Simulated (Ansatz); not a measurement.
# Alloy of SrO and BaO (3 of 8 Sr sites exchanged), 16 atoms with displaced atoms

Wanted: the effect of changed settings on energy, forces, pressure and convergence.

Program: Ansatz 0.2.0, PAW, plane waves. These are calculated values, not measurements.

## (1) The system as built

16 atoms (8 O, 3 Ba, 5 Sr); a = 10.525 Å, b = 5.262 Å, c = 5.262 Å, α = 90.00°, β = 90.00°, γ = 90.00°. All atoms were shaken off their sites by about 0.02 Å along each axis.

Structure file:

```
CELL_PARAMETERS angstrom
10.52489 0.00000 0.00000
0.00000 5.26245 0.00000
0.00000 0.00000 5.26245
ATOMIC_POSITIONS crystal
O 0.24944 0.99680 0.99862
O 0.75461 0.00347 0.99086
O 0.00050 0.50124 0.99663
O 0.49704 0.50234 0.00135
O 0.00236 0.00192 0.50412
O 0.50109 0.00219 0.49414
O 0.25259 0.49421 0.50008
O 0.74966 0.50993 0.50476
Ba 0.00194 0.00046 0.00687
Ba 0.75040 0.49933 0.00047
Ba 0.75025 0.00047 0.50286
Sr 0.50106 0.99559 0.99800
Sr 0.25086 0.50140 0.99942
Sr 0.25088 0.99245 0.50226
Sr 0.99891 0.49620 0.49322
Sr 0.50051 0.50031 0.50090
```

## (2) PBEsol single point

File in.yaml:

```yaml
crystal:
  lattice:
    - [10.524893, 0.000000, 0.000000]
    - [0.000000, 5.262447, 0.000000]
    - [0.000000, 0.000000, 5.262447]
  atoms:
    - { symbol: O, position: [0.249443, 0.996800, 0.998622] }
    - { symbol: O, position: [0.754613, 0.003466, 0.990858] }
    - { symbol: O, position: [0.000499, 0.501243, 0.996631] }
    - { symbol: O, position: [0.497037, 0.502338, 0.001345] }
    - { symbol: O, position: [0.002364, 0.001917, 0.504118] }
    - { symbol: O, position: [0.501092, 0.002194, 0.494142] }
    - { symbol: O, position: [0.252590, 0.494213, 0.500078] }
    - { symbol: O, position: [0.749657, 0.509928, 0.504764] }
    - { symbol: Ba, position: [0.001937, 0.000458, 0.006868] }
    - { symbol: Ba, position: [0.750396, 0.499331, 0.000475] }
    - { symbol: Ba, position: [0.750252, 0.000471, 0.502863] }
    - { symbol: Sr, position: [0.501063, 0.995591, 0.997999] }
    - { symbol: Sr, position: [0.250864, 0.501401, 0.999416] }
    - { symbol: Sr, position: [0.250879, 0.992454, 0.502255] }
    - { symbol: Sr, position: [0.998906, 0.496202, 0.493222] }
    - { symbol: Sr, position: [0.500513, 0.500309, 0.500898] }
kpoints:
  mp_grid: { grid: [2, 2, 2], shift: [0.5, 0.5, 0.5] }
hamiltonian:
  xc: pbesol
scf:
  occupations: { method: fermi_dirac, width: 0.01 }
output:
  forces: true
  eigenvalues: true
  stress: true
  populations: true
```

The run is started by

```console
$ ansatz run in.yaml --threads 7 --pin off --max-ram 13300MiB --runs-dir r --events-out ev --progress --plain
```

## (3) Variant: k points 1×1×2, cutoff 180 eV, mixing beta 0.01

in.yaml: that of step 2 with these lines changed.

```diff
@@ -23,3 +23,4 @@
 kpoints:
-  mp_grid: { grid: [2, 2, 2], shift: [0.5, 0.5, 0.5] }
+  mp_grid: { grid: [1, 1, 2] }
+basis: { ecutwfc: 180 }
 hamiltonian:
@@ -28,2 +29,4 @@
   occupations: { method: fermi_dirac, width: 0.01 }
+  max_iter: 70
+  mixing: { beta: 0.01 }
 output:
@@ -32,2 +35 @@
   stress: true
-  populations: true
```

## (4) Run again with xc grid 1

in.yaml: that of step 3 with these lines changed.

```diff
@@ -23,4 +23,4 @@
 kpoints:
-  mp_grid: { grid: [1, 1, 2] }
-basis: { ecutwfc: 180 }
+  mp_grid: { grid: [2, 2, 2], shift: [0.5, 0.5, 0.5] }
+basis: { xc_grid: 1 }
 hamiltonian:
@@ -29,4 +29,3 @@
   occupations: { method: fermi_dirac, width: 0.01 }
-  max_iter: 70
-  mixing: { beta: 0.01 }
+  max_iter: 100
 output:
```

## (5) Variant: density threshold 1e-12 eV, cutoff 240 eV

in.yaml: that of step 4 with these lines changed.

```diff
@@ -24,3 +24,3 @@
   mp_grid: { grid: [2, 2, 2], shift: [0.5, 0.5, 0.5] }
-basis: { xc_grid: 1 }
+basis: { ecutwfc: 240 }
 hamiltonian:
@@ -29,3 +29,4 @@
   occupations: { method: fermi_dirac, width: 0.01 }
-  max_iter: 100
+  max_iter: 50
+  convergence: { dr2_threshold: 1e-12 }
 output:
```

## (6) Variant: mixer anderson

in.yaml: that of step 5 with these lines changed.

```diff
@@ -24,3 +24,2 @@
   mp_grid: { grid: [2, 2, 2], shift: [0.5, 0.5, 0.5] }
-basis: { ecutwfc: 240 }
 hamiltonian:
@@ -29,4 +28,4 @@
   occupations: { method: fermi_dirac, width: 0.01 }
-  max_iter: 50
-  convergence: { dr2_threshold: 1e-12 }
+  max_iter: 60
+  mixing: { algorithm: anderson }
 output:
```

What does the calculation give? Wanted: for each run, settings; status; energy from base; forces from base.

The runs gave:

| settings | status | cycles | time | energy from base (meV/atom) | forces from base (eV/Å rms) | filled to empty level on the mesh (eV) |
| --- | --- | --- | --- | --- | --- | --- |
| base | converged | 8 | 3.5 s (7 CPU threads) | 0 | 0 | 4.06 |
| k points 1×1×2, cutoff 180 eV, mixing beta 0.01 | converged, settings too loose | 12 | 1.5 s (7 CPU threads) | +6271.0 | 0.321 | 1.57 |
| xc grid 1 | converged | 8 | 4.4 s (7 CPU threads) | 0.0 | 0.000 | 4.05 |
| density threshold 1e-12 eV, cutoff 240 eV | converged, settings too loose | 13 | 3.6 s (7 CPU threads) | +1213.2 | 0.017 | 4.05 |
| mixer anderson | converged | 8 | 3.4 s (7 CPU threads) | 0.0 | 0.000 | 4.06 |

**Reading.** Among these variants the forces move most with k points 1×1×2, cutoff 180 eV, mixing beta 0.01 (0.321 eV/Å rms). The base mesh is coarse for so small a cell, so pressure, spacing and their changes aren't converged values of the solid.
